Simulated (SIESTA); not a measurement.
Crystal: TaF3.

```
CELL_PARAMETERS angstrom
3.90120 0.00000 0.00000
0.00000 3.90120 0.00000
0.00000 0.00000 3.90120
ATOMIC_POSITIONS crystal
Ta 0.00000 0.00000 0.00000
F 0.00000 0.00000 0.50000
F 0.00000 0.50000 0.00000
F 0.50000 0.00000 0.00000
```

- Program: SIESTA 5.4.2
- Task: single point
- Functional: PBE
- Potentials or basis: PseudoDojo 0.4 standard (PBE files)
- Basis: DZP (energy shift 0.003 Ry; two zetas on semicore shells)
- Grid cutoff: 800 Ry
- Energy shift: 0.003 Ry
- k mesh: 7 × 7 × 7
- Occupations: fermi-dirac, width 0.05 eV
- Spin: no spin polarisation

On this cell: pressure 29.2 GPa; largest force zero by symmetry; band gap on the k mesh none (metal or under the smearing width).

The same run follows on a disturbed copy (atoms moved at random, drawn with an rms of 0.05 Å):

```
Ta F
1.0
     3.90120    0.00000    0.00000
     0.00000    3.90120    0.00000
     0.00000    0.00000    3.90120
Ta F
1 3
Direct
  0.98840 0.99287 0.99852
  0.99815 0.98916 0.50636
  0.99607 0.50675 0.00910
  0.49141 0.98483 0.00771
```

Question: What changes?

Answer: The energy (extrapolated to zero smearing) moves by +22.0 meV/atom; pressure 29.7 GPa; largest force 2.493 eV/Å; band gap on the k mesh none (metal or under the smearing width).

Forces on the atoms (eV/Å):
```
Ta   0.604  2.006  1.352
F   -0.095  0.069 -1.175
F   -0.077 -2.182 -0.093
F   -0.429  0.104 -0.087
```

Stress tensor (GPa, compression positive):
```
29.20 -0.07 -0.20
-0.07 30.31 -0.15
-0.20 -0.15 29.50
```

Caveats: short orbitals over semicore shells can move pressures by several GPa; the basis of atomic orbitals isn't converged, which shifts pressures, moduli and gaps; a pressure of tens of GPa on the cell as given is suspect, and the run, the potentials or the cell itself is likely at fault (some runs).
